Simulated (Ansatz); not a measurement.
# CH7NSi2: small, medium and large basis sets

One table from this session's results is given with a row withheld; the runs are named, their logs left out.

Computed with Ansatz 0.2.0, Gaussian basis. Level: one geometry, several basis sets.

Levels to be run: PBE0-D4/def2-SVP; ωB97M-V/def2-SVP; PBE0-D4/def2-QZVPP; ωB97M-V/def2-QZVPP; the functionals' def2-TZVPP values are taken from earlier runs.

**The relaxed structure**

All runs share one geometry, relaxed beforehand with PBE0-D4 in a triple-zeta def2 set.

SMILES `C1N[SiH2][SiH2]1`, 11 atoms, charge 0, spin multiplicity 1.

Atoms are counted from 1 here; the program's logs count them from 0.

Bond lengths: C1–N2 1.466 Å, C1–Si4 1.920 Å, C1–H5 1.097 Å, C1–H6 1.097 Å, N2–Si3 1.728 Å, N2–H7 1.007 Å, Si3–Si4 2.327 Å, Si3–H8 1.494 Å, Si3–H9 1.494 Å, Si4–H10 1.488 Å, Si4–H11 1.488 Å. Angles: N2–C1–Si4 97.1°, N2–C1–H5 113.0°, N2–C1–H6 113.0°, Si4–C1–H5 112.9°, Si4–C1–H6 112.9°, H5–C1–H6 107.8°, C1–N2–Si3 110.6°, C1–N2–H7 118.4°, Si3–N2–H7 131.1°, N2–Si3–Si4 76.5°, N2–Si3–H8 115.6°, N2–Si3–H9 115.6°, Si4–Si3–H8 120.7°, Si4–Si3–H9 120.7°, H8–Si3–H9 105.7°, C1–Si4–Si3 75.8°, C1–Si4–H10 114.5°, C1–Si4–H11 114.5° and more.

Set-up of the first run:

in.yaml reads:

```yaml
crystal:
  periodic: [false, false, false]
  atoms:
    - {symbol: C, position_ang: [-0.672681, 1.010409, -0.052580]}
    - {symbol: N, position_ang: [0.489798, 0.650496, -0.869767]}
    - {symbol: Si, position_ang: [1.103241, -0.896422, -0.404634]}
    - {symbol: Si, position_ang: [-0.705071, -0.578218, 1.024346]}
    - {symbol: H, position_ang: [-0.517168, 1.922099, 0.536583]}
    - {symbol: H, position_ang: [-1.587265, 1.143828, -0.642757]}
    - {symbol: H, position_ang: [0.796970, 1.298557, -1.576730]}
    - {symbol: H, position_ang: [1.062885, -1.951633, -1.460860]}
    - {symbol: H, position_ang: [2.500311, -0.905130, 0.123435]}
    - {symbol: H, position_ang: [-0.473845, -0.345854, 2.475563]}
    - {symbol: H, position_ang: [-1.931774, -1.405332, 0.868101]}
basis:
  gaussian: {orbitals: def2-SVP}
hamiltonian: {xc: pbe0, dispersion: d4}
output: {orbitals: {seedname: orbitals}}
```

Started as:

```
> ansatz run in.yaml --threads 2 --pin off --events-out ev --progress --plain --max-ram 4352MiB
```

Among the steps run: PBE0-D4 in def2-SVP; ωB97M-V in def2-SVP; PBE0-D4 in def2-QZVPP; ωB97M-V in def2-QZVPP.

One of the session's tables, all rows but one given; the rest of the session is left out.

It belongs to the step «Functionals by basis». 

| functional | basis | HOMO (eV) | LUMO (eV) |
| --- | --- | --- | --- |
| PBE0-D4 | def2-SVP | -6.61 | 0.25 |
| PBE0-D4 | def2-TZVPP | -6.75 | -0.13 |
| PBE0-D4 | def2-QZVPP | -6.78 | -0.27 |
| ωB97M-V | def2-SVP | -8.90 | 2.11 |
| ωB97M-V | def2-TZVPP | -9.06 | 1.47 |
| ωB97M-V | def2-QZVPP | ? | ? |

**Question.** Estimate the row for ωB97M-V, def2-QZVPP.

**Answer.** HOMO (eV): -9.09; LUMO (eV): 1.08. In the column «HOMO (eV)» it is the lowest.
